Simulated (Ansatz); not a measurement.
Predict the output of the script below (Ansatz's Python interface).

`c3h7alsi.xyz`
```text
12

C    -1.51430    0.81300    1.02510
C    -0.16780    0.45340    0.69820
C     1.05910   -0.10070    1.15870
Si    1.15110    0.34950   -0.49920
Al    0.69760   -1.47100   -1.98560
H    -1.55520    1.65170    1.80270
H    -2.01960    1.26510    0.10460
H    -2.09080   -0.00960    1.36300
H     1.66350   -0.49890    2.04060
H     1.67720    1.64460   -0.79220
H     0.03430   -2.81380   -1.39670
H     1.14190   -1.33850   -3.48530
```

`opt_c3h7alsi.py`:
```python
'''Geometry optimisation of C3H7AlSi.'''

from dataclasses import dataclass
import warnings

import ansatz as az
import numpy as np


@dataclass(frozen=True)
class Settings:
    basis: str = '6-31G*'
    xc: str = 'PBE0'


cfg = Settings()

warnings.simplefilter('ignore', az.DeckWarning)

system = az.Crystal.molecule_from_extxyz('c3h7alsi.xyz')

job = (
    system.calculation()
    .basis(gaussian=cfg.basis)
    .functional(cfg.xc)
)
symbols = [site.symbol for site in system.cartesian_sites]
start = np.array([site.position_ang for site in system.cartesian_sites], dtype=float)
def progress(event):
    if event['event'] == 'relax_step':
        row = event['data']
        print(f'step {row["step"]:3d}  E = {row["lagrangian_ev"]:.6f} eV  largest force component {row["allowed_force_max_ev_ang"]:.4f} eV/A')


data = job.relax(force_tolerance=0.005, max_steps=100).session().plan().execute(on_event=progress).report
end = np.array(data['positions_ang'])

print(f'E = {data["free_energy_ev"]:.6f} eV = {data["free_energy_ev"] / 27.211386246:.7f} Ha')
print('converged:', data['converged'], ' doubts:', data['published_state_doubts'] or 'none')

print('final positions (A) and the move of each atom')
for symbol, xyz, old in zip(symbols, end, start):
    print(f'{symbol:2s} {xyz[0]:10.5f} {xyz[1]:10.5f} {xyz[2]:10.5f}   {np.linalg.norm(xyz - old):7.4f}')

charges = data['charge_distribution']
dipole = np.array(charges['dipole_moment_e_ang']) * 4.803205
print('dipole (D): {:.3f} {:.3f} {:.3f}, length {:.3f}'.format(*dipole, np.linalg.norm(dipole)))
print('atom  Mulliken   Lowdin')
for symbol, m, l in zip(symbols, charges['mulliken_charges_e'], charges['lowdin_charges_e']):
    print(f'{symbol:4s} {m:9.3f} {l:8.3f}')
with open('c3h7alsi_opt.xyz', 'w') as handle:
    handle.write(f'{len(symbols)}\nrelaxed C3H7AlSi\n')
    handle.writelines(f'{s:2s} {x:11.6f} {y:11.6f} {z:11.6f}\n' for s, (x, y, z) in zip(symbols, end))
```

Output of `python opt_c3h7alsi.py`:
```text
step   1  E = -17684.988803 eV  largest force component 4.4645 eV/A
step   2  E = -17685.820890 eV  largest force component 1.9871 eV/A
step   3  E = -17685.993493 eV  largest force component 0.7819 eV/A
step   4  E = -17686.013779 eV  largest force component 0.1239 eV/A
step   5  E = -17686.015559 eV  largest force component 0.1433 eV/A
step   6  E = -17686.021510 eV  largest force component 0.1244 eV/A
step   7  E = -17686.015318 eV  largest force component 0.3221 eV/A
step   8  E = -17686.024175 eV  largest force component 0.0353 eV/A
step   9  E = -17686.023961 eV  largest force component 0.1094 eV/A
step  10  E = -17686.025279 eV  largest force component 0.0294 eV/A
step  11  E = -17686.025769 eV  largest force component 0.0532 eV/A
step  12  E = -17686.026372 eV  largest force component 0.0373 eV/A
step  13  E = -17686.027038 eV  largest force component 0.0380 eV/A
step  14  E = -17686.025157 eV  largest force component 0.3039 eV/A
step  15  E = -17686.029480 eV  largest force component 0.0442 eV/A
step  16  E = -17686.032249 eV  largest force component 0.1517 eV/A
step  17  E = -17686.031645 eV  largest force component 0.3851 eV/A
step  18  E = -17686.036349 eV  largest force component 0.1004 eV/A
step  19  E = -17686.040546 eV  largest force component 0.0610 eV/A
step  20  E = -17686.045876 eV  largest force component 0.1403 eV/A
step  21  E = -17686.045625 eV  largest force component 0.4298 eV/A
step  22  E = -17686.051504 eV  largest force component 0.0730 eV/A
step  23  E = -17686.055913 eV  largest force component 0.0872 eV/A
step  24  E = -17686.060476 eV  largest force component 0.1866 eV/A
step  25  E = -17686.063342 eV  largest force component 0.2076 eV/A
step  26  E = -17686.066326 eV  largest force component 0.1325 eV/A
step  27  E = -17686.062422 eV  largest force component 0.2079 eV/A
step  28  E = -17686.068018 eV  largest force component 0.0410 eV/A
step  29  E = -17686.069017 eV  largest force component 0.0277 eV/A
step  30  E = -17686.069360 eV  largest force component 0.0274 eV/A
step  31  E = -17686.069511 eV  largest force component 0.0139 eV/A
step  32  E = -17686.069532 eV  largest force component 0.0073 eV/A
step  33  E = -17686.069542 eV  largest force component 0.0035 eV/A
E = -17686.069577 eV = -649.9510689 Ha
converged: True  doubts: none
final positions (A) and the move of each atom
C    -1.55374    0.89186    1.21610    0.2104
C    -0.20769    0.52397    0.71453    0.0827
C     0.97360    0.12765    1.15031    0.2440
Si    0.99769    0.30487   -0.68882    0.2480
Al    0.88008   -1.66401   -2.10610    0.2917
H    -1.62002    0.79949    2.30652    0.9921
H    -1.79689    1.92356    0.93752    1.0849
H    -2.32102    0.25295    0.76371    0.6936
H     1.45399   -0.09951    2.09763    0.4546
H     1.62192    1.55325   -1.23434    0.4549
H     0.20143   -2.98744   -1.52290    0.2720
H     1.44763   -1.68184   -3.60027    0.4739
dipole (D): -0.832 0.241 0.891, length 1.243
atom  Mulliken   Lowdin
C       -0.594   -0.317
C        0.005   -0.150
C       -0.309   -0.219
Si       0.097    0.155
Al       0.289    0.152
H        0.189    0.136
H        0.202    0.148
H        0.198    0.146
H        0.176    0.152
H       -0.070   -0.053
H       -0.090   -0.073
H       -0.094   -0.078
```

`c3h7alsi_opt.xyz`, as written:
```text
12
relaxed C3H7AlSi
C    -1.553736    0.891861    1.216104
C    -0.207686    0.523968    0.714533
C     0.973603    0.127650    1.150307
Si    0.997694    0.304871   -0.688822
Al    0.880076   -1.664013   -2.106103
H    -1.620017    0.799490    2.306523
H    -1.796886    1.923559    0.937524
H    -2.321018    0.252949    0.763712
H     1.453985   -0.099506    2.097634
H     1.621924    1.553254   -1.234343
H     0.201430   -2.987439   -1.522899
H     1.447631   -1.681844   -3.600270
```

What to keep in mind:
- Total energies depend on the basis set; only differences at equal settings carry meaning.
- The end point is the stationary point reached from this start; no frequency run checks that it is a minimum, and the basis set is modest.
- The Löwdin charges here are taken after orthogonalising the functions within each atom; they differ from plain Löwdin charges, and their signs can be unphysical.
- The whole script took 94 s on 1 thread of AMD EPYC 9R45 96-Core Processor (Zen 5), with other jobs on the host, peak memory 0.29 GiB.

(Lines on the test bed's own set-up are left out of the output.)
